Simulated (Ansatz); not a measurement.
# BH6N3: a dynamics run in two tries

Wanted: a short trajectory, and a check that the input is sound. SMILES of the start: NB(N)N.

Method: RKS BHLYP-D4/6-31G*, in Ansatz 0.2.0.

1 further run of the same task is left out (for a known fault of the program). Runs told in other sessions of the task aren't counted.

**1. The system as given**

Bond lengths: B1–N2 1.426 Å, N2–H3 1.000 Å, N2–H4 1.000 Å, B1–N5 1.430 Å, N5–H6 1.001 Å, N5–H7 1.001 Å, B1–N8 1.426 Å, N8–H9 1.000 Å, N8–H10 1.000 Å. Angles: B1–N2–H3 122.1°, B1–N2–H4 121.8°, H3–N2–H4 112.6°, N2–B1–N5 119.9°, N2–B1–N8 120.2°, N5–B1–N8 119.9°, B1–N5–H6 120.5°, B1–N5–H7 120.5°, H6–N5–H7 111.8°, B1–N8–H9 122.1°, B1–N8–H10 121.8°, H9–N8–H10 112.7°.

Coordinates:

```xyz
10

B    -0.0001    0.0117   -0.0010
N    -0.0135    0.1416    1.4187
H    -0.8359   -0.0310    1.9601
H     0.8240    0.0794    1.9608
N     1.2438    0.0242   -0.7057
H     1.2657    0.1766   -1.6944
H     2.0755    0.3580   -0.2605
N    -1.2242   -0.1137   -0.7208
H    -2.0926   -0.3038   -0.2638
H    -1.2427   -0.3431   -1.6935
```

**2. The run**

File input.yaml:

```yaml
crystal:
  periodic: [false, false, false]
  atoms:
    - { symbol: B, position_ang: [-9.5e-05, 0.011694, -0.001002] }
    - { symbol: "N", position_ang: [-0.01353, 0.141614, 1.41871] }
    - { symbol: H, position_ang: [-0.835878, -0.031028, 1.960096] }
    - { symbol: H, position_ang: [0.824023, 0.079385, 1.960781] }
    - { symbol: "N", position_ang: [1.243825, 0.024246, -0.705678] }
    - { symbol: H, position_ang: [1.265723, 0.176616, -1.694373] }
    - { symbol: H, position_ang: [2.075501, 0.357965, -0.2605] }
    - { symbol: "N", position_ang: [-1.224211, -0.113661, -0.720776] }
    - { symbol: H, position_ang: [-2.092612, -0.30376, -0.263769] }
    - { symbol: H, position_ang: [-1.242745, -0.343071, -1.693489] }
basis:
  gaussian: { orbitals: "6-31G*" }
hamiltonian:
  xc: { name: BHLYP }
  dispersion: d4
md:
  timestep: 0.5
  n_steps: 25
  ensemble: nvt_langevin
  temperature: 300.0
  initial_velocities: maxwell_boltzmann
  seed: 717330
  friction: 0.005
  masses: [{ species: B, mass: 0.0 }]
```

Started as:

```sh
ansatz run input.yaml --threads 1 --pin off --max-ram 2048MiB --backend cpu --events-out ev --progress --plain --runs-dir out
```

Before running it: what results should come out? Wanted: first try.

The runs gave:

| quantity | value |
| --- | --- |
| first try | refused |
| cause | an atom is given no mass, so any force would accelerate it without limit |

**Reading.** The fault in the first input was caught at the input check and cost nothing.
